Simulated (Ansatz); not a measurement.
# One shape, several levels: doublet SnTe+

Wanted: a comparison of 6 runs (UHF/STO-3G, U-revPBE/STO-3G, U-wB97M-V/STO-3G, UPBE/STO-3G, UPBE0/STO-3G, USVWN5/STO-3G) of doublet SnTe+. 

Program for the calculation: Ansatz 0.2.0.

48 further runs of the same task are left out: 11 that didn't finish, 37 set aside as unsound or not needed.

## Step 1: The system as given

SnTe+: 2 atoms, total charge +1, spin state doublet. SMILES of the parent species: `[Sn][Te]`. Geometry: a GFN2-xTB relaxation, a rough one for these elements and not checked as a minimum. That shape belongs to the parent species and isn't relaxed for this state.

Bond lengths: Sn1–Te2 2.537 Å.

## Step 2: A single-point energy at UHF/STO-3G (run 1)

File input.yaml:

```yaml
crystal:
  periodic: [false, false, false]
  atoms:
    - symbol: Sn
      position_ang: [0.000000, 0.000000, 0.000000]
    - symbol: Te
      position_ang: [0.000000, 0.000000, 2.536770]
basis:
  gaussian:
    orbitals: STO-3G
total_charge: 1
magnetization:
  spin_polarized: true
  initial_magnetization: 1
hamiltonian:
  xc: hf
accuracy: high
```

Started as:

```bash
$ ansatz run input.yaml --threads 1 --pin off --max-ram 2610MiB --events-out events.jsonl --progress --plain --runs-dir runs
```

The program printed:

```text
Warning: RAYON_NUM_THREADS=1 ignored (pool sized by the plan → 1); use --threads N
Functional definition: HF
  name "HF"
  exchange = exact_x
  correlation = 0
827 factors; integrals over basis functions are off by at most 4.7e-9 eV
mean field evaluation 1: about -340415.9335 eV, gradient 1.7e1 eV
mean field evaluation 2: about -340415.9702 eV, gradient 1.7e1 eV
mean field evaluation 4: about -340421.2707 eV, gradient 2.2e0 eV
mean field evaluation 8: about -340421.3890 eV, gradient 2.7e-1 eV
mean field evaluation 16: about -340421.7545 eV, gradient 8.1e-5 eV
mean field evaluation 32: about -340421.7464 eV, gradient 2.6e-5 eV
mean field evaluation 64: about -340421.7072 eV, gradient 5.7e-4 eV
mean field evaluation 96: about -340421.3558 eV, gradient 5.9e-1 eV
mean field evaluation 128: about -340421.9039 eV, gradient 4.2e-1 eV
mean field evaluation 160: about -340421.8673 eV, gradient 4.8e-1 eV
mean field evaluation 192: about -340421.8166 eV, gradient 8.4e-1 eV
mean field evaluation 224: about -340420.3929 eV, gradient 2.8e0 eV
mean field evaluation 256: about -340414.1447 eV, gradient 1.1e1 eV
mean field evaluation 288: about -340421.0814 eV, gradient 1.9e0 eV
mean field -340421.96465288 eV, -12510.2764546981 hartree, gradient 6.8e-8 eV, S^2 1.012815; 11 other end points of the search recorded, 0 dependent functions left out
reference -340421.96465288 eV, -12510.2764546981 hartree; 51, 50 occupied and 3, 4 virtual orbitals, 827 factors
Total energy: -340421.96465288 eV, -12510.2764546981 hartree
```

Wall time 5.4 s (1 thread of AMD EPYC 9R45 (Zen 5), shared host); peak memory 0.24 GiB.

## Step 3: A single-point energy at U-revPBE/STO-3G (run 2)

File in.yaml:

```yaml
crystal:
  periodic: [false, false, false]
  atoms:
    - {symbol: Sn, position_ang: [0.000000, 0.000000, 0.000000]}
    - {symbol: Te, position_ang: [0.000000, 0.000000, 2.536770]}
basis:
  gaussian:
    orbitals: STO-3G
total_charge: 1
magnetization:
  spin_polarized: true
  initial_magnetization: 1
hamiltonian:
  xc: {name: revPBE}
accuracy: high
```

Started as:

```bash
$ ansatz run in.yaml --threads 1 --pin off --max-ram 2610MiB --events-out events.jsonl --progress --plain --runs-dir runs
```

The program printed:

```text
Warning: RAYON_NUM_THREADS=1 ignored (pool sized by the plan → 1); use --threads N
Functional definition: revPBE
  name "revPBE"
  parameter kappa = 1.245
  parameter beta = 0.06672455060314922
  exchange = pbe_x(kappa = kappa, mu = beta*pi^2/3)
  correlation = pbe_c(beta = beta)
827 factors; integrals over basis functions are off by at most 4.7e-9 eV
mean field evaluation 1: about -340505.9224 eV, gradient 2.1e1 eV
mean field evaluation 2: about -340431.9699 eV, gradient 5.4e1 eV
mean field evaluation 4: about -340512.2743 eV, gradient 1.1e1 eV
mean field evaluation 8: about -340513.9583 eV, gradient 6.8e-2 eV
mean field evaluation 16: about -340513.9525 eV, gradient 2.8e-5 eV
mean field evaluation 32: about -340513.7081 eV, gradient 5.7e-1 eV
mean field -340513.95247412 eV, -12513.6569447773 hartree, gradient 3.3e-9 eV, S^2 0.760652; 6 other end points of the search recorded, 0 dependent functions left out
reference -340513.95247643 eV, -12513.6569448621 hartree; 51, 50 occupied and 3, 4 virtual orbitals, 827 factors
Total energy: -340513.95247643 eV, -12513.6569448621 hartree
```

Wall time 2.7 s (1 thread of AMD EPYC 9R45 (Zen 5), shared host); peak memory 0.17 GiB.

Runs 3 to 5 aren't shown in full; the table further down has their settings and results.

## Step 4: The energy at USVWN5/STO-3G (run 6)

File job.yaml:

```yaml
crystal:
  periodic: [false, false, false]
  atoms:
    - symbol: Sn
      position_ang: [0.000000, 0.000000, 0.000000]
    - symbol: Te
      position_ang: [0.000000, 0.000000, 2.536770]
basis:
  gaussian:
    orbitals: STO-3G
total_charge: 1
magnetization:
  spin_polarized: true
  initial_magnetization: 1
hamiltonian:
  xc: {name: SVWN5}
accuracy: high
```

Started as:

```bash
$ ansatz run job.yaml --threads 1 --pin off --max-ram 2610MiB --events-out events.jsonl --progress --plain --runs-dir runs
```

The program printed:

```text
Warning: RAYON_NUM_THREADS=1 ignored (pool sized by the plan → 1); use --threads N
Functional definition: SVWN5
  name "SVWN5"
  exchange = slater_x
  correlation = vwn5_c
827 factors; integrals over basis functions are off by at most 4.7e-9 eV
mean field evaluation 1: about -340205.6461 eV, gradient 2.1e1 eV
mean field evaluation 2: about -340130.4553 eV, gradient 5.4e1 eV
mean field evaluation 4: about -340211.7772 eV, gradient 1.2e1 eV
mean field evaluation 8: about -340213.7748 eV, gradient 4.9e-2 eV
mean field evaluation 16: about -340213.7633 eV, gradient 1.9e-4 eV
mean field evaluation 32: about -340213.4765 eV, gradient 2.3e-4 eV
mean field evaluation 64: about -340209.9738 eV, gradient 2.7e0 eV
mean field -340213.76334087 eV, -12502.6251976055 hartree, gradient 2.4e-8 eV, S^2 0.755120; 11 other end points of the search recorded, 0 dependent functions left out
reference -340213.76334262 eV, -12502.6251976699 hartree; 51, 50 occupied and 3, 4 virtual orbitals, 827 factors
Total energy: -340213.76334262 eV, -12502.6251976699 hartree
```

It took 2.3 s on 1 thread of AMD EPYC 9R45 (Zen 5), shared host; peak memory 0.16 GiB.

## Step 5: All runs side by side

```
run             level    energy (Eh)   ⟨S²⟩  wall time
  1        UHF/STO-3G  -12510.276455  1.013      5.4 s
  2   U-revPBE/STO-3G  -12513.656945  0.761      2.7 s
  3  U-wB97M-V/STO-3G  -12514.575543  0.752       38 s
  4       UPBE/STO-3G  -12513.123191  0.758      2.6 s
  5      UPBE0/STO-3G  -12513.797102  0.768      5.7 s
  6     USVWN5/STO-3G  -12502.625198  0.755      2.3 s
```

## Step 6: Outcome

| quantity | value |
| --- | --- |
| run 6: total energy | -12502.62520 Eh |
| run 6: ⟨S²⟩ | 0.755 |

What this shows: Totals of different functionals can't be ranked against each other. In runs 1, 2, 3, 4, 5, 6 the basis is minimal, so the values are rough. In runs 1, 2, 3, 4, 5, 6 relativity is left out where basis or elements ask for it. Spin contamination of the reference: run 1 ⟨S²⟩ = 1.01. All runs together took 56 s, the longest 38 s.
